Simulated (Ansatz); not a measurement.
**BiAs (CsCl type): a single-point run**

Aim: a sound single-point run of BiAs (CsCl type). The structure is shown as the input types it.

Method: DFT, PBEsol, PAW with Ansatz's default frozen-core files, scalar-relativistic, in Ansatz 0.2.0.

**1. The system as given**

Symmetry: Pm-3m, No. 221, cubic system. The conventional cell has a = 3.061 Å, b = 3.061 Å, c = 3.061 Å, α = 90.00°, β = 90.00°, γ = 90.00°. Around Bi (site symmetry m-3m) lie 8 As at 2.65 Å. As (site symmetry m-3m) is surrounded by 8 Bi at 2.65 Å.

Structure file:

```cif
data_structure
_symmetry_space_group_name_H-M 'Pm-3m'
_symmetry_Int_Tables_number 221
_cell_length_a 3.0614
_cell_length_b 3.0614
_cell_length_c 3.0614
_cell_angle_alpha 90.000
_cell_angle_beta 90.000
_cell_angle_gamma 90.000
_cell_volume 28.69
loop_
_atom_site_label
_atom_site_type_symbol
_atom_site_symmetry_multiplicity
_atom_site_Wyckoff_symbol
_atom_site_fract_x
_atom_site_fract_y
_atom_site_fract_z
_atom_site_occupancy
Bi1 Bi 1 a 0.00000 0.00000 0.00000 1
As1 As 1 b 0.50000 0.50000 0.50000 1
```

**2. The calculation**

Input file input.yaml:

```yaml
crystal:
  lattice:
    - [3.0614358155, 0.0, 0.0]
    - [0.0, 3.0614358155, 0.0]
    - [0.0, 0.0, 3.0614358155]
  atoms:
    - { symbol: Bi, position: [0.0, 0.0, 0.0] }
    - { symbol: As, position: [0.5, 0.5, 0.5] }
kpoints:
  mp_grid: { grid: [12, 12, 12] }
scf:
  occupations: { method: fixed }
  max_iter: 50
hamiltonian:
  xc: pbesol
  pseudopotentials: { kind: paw }
output:
  forces: true
  stress: true
  eigenvalues: true
  populations: true
```

The run is started by

```sh
$ ansatz run input.yaml --threads 1 --pin off --max-ram 2048MiB --backend cpu --events-out ev --progress --plain --runs-dir out
```

Q: Will this input give a usable result? If not, why, and what should change?

The run converged and reported no error, with warnings (band overlap at count, metallic iterate). It gives a pressure of 135 GPa, which is large; a structure far from rest gives such values too, whatever the setting.

The suspect setting: scf.occupations.method is fixed; scf.occupations.width is missing. What could go wrong: fixed occupations where they can't hold. It still converged here, which does not make the setting sound.

The test: set scf.occupations.method to fermi_dirac and scf.occupations.width to 0.08.
